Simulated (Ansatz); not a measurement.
The system is In3Se.

```
CELL_PARAMETERS angstrom
4.80376 0.00000 0.00000
0.00000 4.80376 0.00000
0.00000 0.00000 4.80376
ATOMIC_POSITIONS crystal
In 0.50000 0.50000 0.00000
In 0.50000 0.00000 0.50000
In 0.00000 0.50000 0.50000
Se 0.00000 0.00000 0.00000
```

The cell comes from a database or a generator and needn't be the stable form of this composition.

Below is the output of Ansatz 0.2.0 for this cell. Logs are shortened: lines on timing, memory, paths and dates and some standing lists are left out, and cuts for length are marked.

```text
Warning: RAYON_NUM_THREADS=2 ignored (pool sized by the plan → 2); use --threads N
Engine: ansatz 0.2.0, aarch64-unknown-linux-gnu
Pseudopotentials: kind: paw
Pseudopotential: In, paw, valence charge 13, recommended cutoff 420 eV (normal), In.paw.azcp
Pseudopotential: Se, paw, valence charge 16, recommended cutoff 420 eV (normal), Se.paw.azcp
Functional definition: PBEsol
  exchange = pbesol_x
  correlation = pbesol_c
Crystal: 4 atoms, lattice volume = 110.852 Å³
Basis set: ecut = 420 eV, 2109 PW (Γ), exchange–correlation on 72×72×72 points (8 copies of the dense FFT grid, shifted against one another)
Bands: 33, of which v1, the nominal top of the filled ones, is band 28 counted from 1 (27 counted from 0)
Symmetry: 48 space group operations
Space group: Pm-3m (ITA 221), of the structure as read, at distance tolerance 4.8e-5 Å
k-points: 20 of 216
Non-local potential: In, projectors of the file, l = 0: 2, l = 1: 2, l = 2: 2, l = 3: 2
Non-local potential: Se, projectors of the file, l = 0: 2, l = 1: 2, l = 2: 3, l = 3: 1
PAW form: soft (Blöchl's): semilocal exchange-correlation on the pseudo side does not see the compensation charge
PAW frozen core: In, regenerated for the run's functional, and the local potential with it (the file was generated under x = pbe(κ = 0.804, μ = 0.2195149727645171), c = pbe(β = 0.06672455060314922))
PAW frozen core: Se, regenerated for the run's functional, and the local potential with it (the file was generated under x = pbe(κ = 0.804, μ = 0.2195149727645171), c = pbe(β = 0.06672455060314922))
PAW one-centre angular grid: In, 590 points (default); XC on 64 Gauss nodes
PAW one-centre angular grid: Se, 590 points (default); XC on 64 Gauss nodes
Initial density: superposition of atomic densities (neutral atoms: chi_scale 0, normalization atom), corrected by the library's trained network
[... 76 lines left out ...]
  E_hartree    = 2412.717661
  E_xc         = -746.353165
  E_vxc        = -400.083534  (∫ρ·V_xc dr)
  E_paw        = -14108.849356  (= ΣΔE_a)
  E_vpaw       = -672.862333  (= ΣTr[D̂ρ^β])
  E_aug_tail   = -0.000521  (compensation charges beyond the density's cutoff)
  E_ewald      = -5367.674025
  E_core_change = 1.716158  (= ΣΔE_core)
  E_smearing   = -0.009162  (= −TS)
  E_closure    = -0.000000  (closes the sum)
  Σ components = -22000.868691   (vs F -22000.868691, Δ=0.00e0)
--- Forces (eV/Å), atoms counted from 1 ---
  atom   1  In    -0.00000000    -0.00000000    -0.00000000
  atom   2  In    -0.00000000    -0.00000000    -0.00000000
  atom   3  In    -0.00000000    -0.00000000     0.00000000
  atom   4  Se     0.00000000     0.00000000     0.00000000
  max |Σ_I F_I| component: 8.65e-29 eV/Å
--- Stress (GPa, compression-positive) ---
       -0.005227      -0.000000       0.000000
       -0.000000      -0.005227       0.000000
        0.000000       0.000000      -0.005227
  P = ⅓ Tr σ = -0.0052 GPa (-0.052 kbar)
--- Band table (eV; the first three rows and the last of 20) ---
  k-point 0: bands = ["-37.8493", "-37.8493", "-37.8493", "-37.8492", "-37.8492", "-4.8943", "-4.8632", "-4.8632", "-4.8632", "-4.7160", "-4.7160", "-4.5466", "-4.5466", "-4.5466", "-4.4516", "-4.4516", "-4.3882", "-4.3268", "-4.3268", "-4.3268", "-3.2027", "2.5660", "6.3082", "6.3082", "6.3082", "7.8181", "7.8181", "11.1014", "11.1014", "11.1014", "14.2878", "14.2878", "14.2878"]
  k-point 1: bands = ["-37.8493", "-37.8493", "-37.8493", "-37.8492", "-37.8492", "-4.8627", "-4.8576", "-4.8328", "-4.8328", "-4.7119", "-4.6952", "-4.5523", "-4.5497", "-4.5497", "-4.4719", "-4.4510", "-4.4052", "-4.3652", "-4.3652", "-4.3268", "-3.1478", "2.4353", "5.5882", "6.4827", "6.4827", "7.9463", "8.7405", "10.8746", "10.8746", "10.9861", "13.1699", "13.7875", "13.7875"]
  k-point 2: bands = ["-37.8493", "-37.8493", "-37.8493", "-37.8492", "-37.8492", "-4.8456", "-4.7838", "-4.7487", "-4.7487", "-4.7014", "-4.6432", "-4.5643", "-4.5597", "-4.5597", "-4.5324", "-4.4613", "-4.4613", "-4.4548", "-4.4448", "-4.3267", "-3.0263", "2.1160", "5.0006", "6.9217", "6.9217", "8.2745", "8.9898", "10.1666", "10.1666", "11.7819", "12.1706", "13.6870", "13.6870"]
  k-point 19: bands = ["-37.8493", "-37.8493", "-37.8493", "-37.8492", "-37.8492", "-4.9189", "-4.7551", "-4.7551", "-4.7551", "-4.7133", "-4.7133", "-4.7133", "-4.5038", "-4.5038", "-4.5038", "-4.5012", "-4.5012", "-4.3721", "-4.3721", "-4.3721", "-2.3934", "5.3082", "5.3082", "5.3082", "5.5066", "5.5066", "5.5066", "6.3941", "13.1936", "13.1936", "13.1936", "18.3546", "18.4858"]
--- Relaxed structure (4 steps of the walk, 4 accepted, 1 SCFs on fresh bases) ---
  F+E_penalty+E_count = -22000.86869077 eV   max|allowed force component| = 5.410e-29 eV/Å   (the final SCF, on the basis selected at the relaxed cell)
  cell:  # Å, volume = 101.9268 Å³
    - [4.671211156716185, 5.617295671129437e-34, 7.382731453484404e-34]
    - [2.4074124304840444e-34, 4.671211156716185, 0.0]
    - [7.703719777548943e-34, 0.0, 4.671211156716185]
  atoms:
    - { symbol: In, position: [0.49999999999999994, 0.49999999999999994, 1.5660996754828373e-37] }
    - { symbol: In, position: [0.49999999999999994, 5.7423654761671784e-37, 0.49999999999999994] }
    - { symbol: In, position: [-9.396598053718953e-37, 0.49999999999999994, 0.49999999999999994] }
    - { symbol: Se, position: [1.3572863855843149e-36, -2.6101661253541086e-37, 3.6542325762885025e-37] }
```

Question: What input gives this log?

Answer: Relaxation of cell and atoms with PBEsol, no spin polarisation. The files as run (others can give the same):

input.yaml
```yaml
crystal:
  lattice:
    - [4.803758, 0.0, 0.0]
    - [0.0, 4.803758, 0.0]
    - [0.0, 0.0, 4.803758]
  atoms:
    - { symbol: In, position: [0.5, 0.5, 0.0] }
    - { symbol: In, position: [0.5, 0.0, 0.5] }
    - { symbol: In, position: [0.0, 0.5, 0.5] }
    - { symbol: Se, position: [0.0, 0.0, 0.0] }
hamiltonian:
  xc: pbesol
  pseudopotentials: { kind: paw }
kpoints:
  mp_grid: { grid: [6, 6, 6] }
scf:
  occupations: { method: fermi_dirac, width: 0.05 }
output:
  forces: true
  stress: true
  eigenvalues: true
relax:
  f_tol: 0.01
  max_steps: 40
  cell: { stress_tol: 0.05 }
```

Potentials or basis: Ansatz PAW.
Launch:
```sh
$ ansatz run input.yaml --threads 2 --pin off --max-ram 5632MiB --backend cpu --events-out ev --progress --plain --runs-dir out
```

Caveat: the plane-wave basis is chosen anew once the cell has moved, so the energies of steps on either side of that aren't comparable; the PAW data sets come from PBE, with cores solved anew for the run's functional, which leaves a small shift of forces and pressure.
